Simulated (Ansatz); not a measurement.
# C3H10BNSi: up Jacob's ladder to CCSD(T)

The task here is to estimate one member of a computed series from the others.

Method: functionals in def2-TZVPP, the program's frozen cores in correlated methods; program: Ansatz 0.2.0, Gaussian basis.

The runs, in order: LDA (SPW92), PBE-D4, revPBE-D4, BLYP-D4, r2SCAN-D4, B97M-V, PBE0-D4, B3LYP-D4, r2SCANh-D4, r2SCAN0-D4, HSE06-D4, BHLYP-D4, CAM-B3LYP-D4, LC-ωPBE, ωB97X-V, ωB97M-V, B2PLYP, PBE-QIDH; CCSD(T)/def2-SVP; CCSD(T)/def2-TZVPP; MP2/def2-QZVPP; extrapolation to the limit; RPA on PBE.

## The relaxed structure

An earlier PBE0-D4 in a triple-zeta def2 set relaxation fixed the geometry.

SMILES `BN([SiH3])CC=C`, 16 atoms, charge 0, spin multiplicity 1.

Atoms are counted from 1 here; the program's logs count them from 0.

Bond lengths: B1–N2 1.396 Å, B1–H7 1.198 Å, B1–H8 1.200 Å, N2–Si3 1.757 Å, N2–C4 1.466 Å, Si3–H9 1.487 Å, Si3–H10 1.485 Å, Si3–H11 1.480 Å, C4–C5 1.495 Å, C4–H12 1.094 Å, C4–H13 1.096 Å, C5–C6 1.325 Å, C5–H14 1.088 Å, C6–H15 1.084 Å, C6–H16 1.086 Å. Angles: N2–B1–H7 119.3°, N2–B1–H8 119.3°, H7–B1–H8 121.4°, B1–N2–Si3 121.6°, B1–N2–C4 121.6°, Si3–N2–C4 116.8°, N2–Si3–H9 108.1°, N2–Si3–H10 111.9°, N2–Si3–H11 108.3°, H9–Si3–H10 108.3°, H9–Si3–H11 110.6°, H10–Si3–H11 109.7°, N2–C4–C5 112.1°, N2–C4–H12 107.6°, N2–C4–H13 109.9°, C5–C4–H12 110.1°, C5–C4–H13 109.3°, H12–C4–H13 107.6° and more.

Set-up of the first run:

in.yaml reads:

```yaml
crystal:
  periodic: [false, false, false]
  atoms:
    - {symbol: B, position_ang: [0.041444, -1.364397, -1.868308]}
    - {symbol: N, position_ang: [0.163689, -0.344689, -0.922607]}
    - {symbol: Si, position_ang: [-0.416787, 1.282548, -1.243433]}
    - {symbol: C, position_ang: [0.742947, -0.589745, 0.401310]}
    - {symbol: C, position_ang: [-0.249047, -0.374043, 1.498696]}
    - {symbol: C, position_ang: [-0.096125, 0.503729, 2.479243]}
    - {symbol: H, position_ang: [-0.448096, -1.119592, -2.933417]}
    - {symbol: H, position_ang: [0.428039, -2.467269, -1.596755]}
    - {symbol: H, position_ang: [0.562521, 2.243813, -0.669608]}
    - {symbol: H, position_ang: [-1.739360, 1.533175, -0.615785]}
    - {symbol: H, position_ang: [-0.519705, 1.457530, -2.709607]}
    - {symbol: H, position_ang: [1.103966, -1.622229, 0.418603]}
    - {symbol: H, position_ang: [1.606264, 0.066484, 0.558874]}
    - {symbol: H, position_ang: [-1.148128, -0.984987, 1.449933]}
    - {symbol: H, position_ang: [-0.841292, 0.624528, 3.256735]}
    - {symbol: H, position_ang: [0.786969, 1.132645, 2.540426]}
basis:
  gaussian: {orbitals: def2-TZVPP}
hamiltonian: {xc: lda}
output: {orbitals: {seedname: orbitals}}
```

Launch:

```sh
$ ansatz run in.yaml --threads 4 --pin off --events-out ev --progress --plain --max-ram 11315MiB
```

Among the steps run: LDA; PBE-D4 (GGA); revPBE-D4 (GGA); BLYP-D4 (GGA); r2SCAN-D4 (meta-GGA); B97M-V (meta-GGA); PBE0-D4 (hybrid); B3LYP-D4 (hybrid); r2SCANh-D4 (hybrid); r2SCAN0-D4 (hybrid); HSE06-D4 (hybrid); BHLYP-D4 (hybrid); CAM-B3LYP-D4 (range-separated); LC-ωPBE (range-separated); ωB97X-V (range-separated); ωB97M-V (range-separated); B2PLYP (double hybrid); PBE-QIDH (double hybrid).

One of the session's tables, all rows but one given; the rest of the session is left out.

It belongs to the step «Frontier levels by functional». 

| functional | HOMO (eV) | gap (eV) |
| --- | --- | --- |
| LDA (SPW92) | -6.88 | 5.16 |
| PBE-D4 | -6.71 | 5.25 |
| revPBE-D4 | -6.64 | 5.28 |
| BLYP-D4 | -6.55 | 5.24 |
| r2SCAN-D4 | -6.90 | 5.72 |
| B97M-V | -6.97 | 5.75 |
| PBE0-D4 | -7.84 | 7.37 |
| B3LYP-D4 | -7.61 | 6.93 |
| r2SCANh-D4 | -7.34 | 6.51 |
| r2SCAN0-D4 | -7.98 | 7.68 |
| HSE06-D4 | -7.44 | 6.59 |
| BHLYP-D4 | -8.81 | 9.36 |
| CAM-B3LYP-D4 | -9.17 | 9.78 |
| LC-ωPBE | ? | ? |
| ωB97X-V | -10.18 | 11.84 |
| ωB97M-V | -10.11 | 11.52 |

Q: Estimate the row for LC-ωPBE from the others.

**Answer.** HOMO (eV): -10.57; gap (eV): 12.34. In the column «HOMO (eV)» it is the lowest.
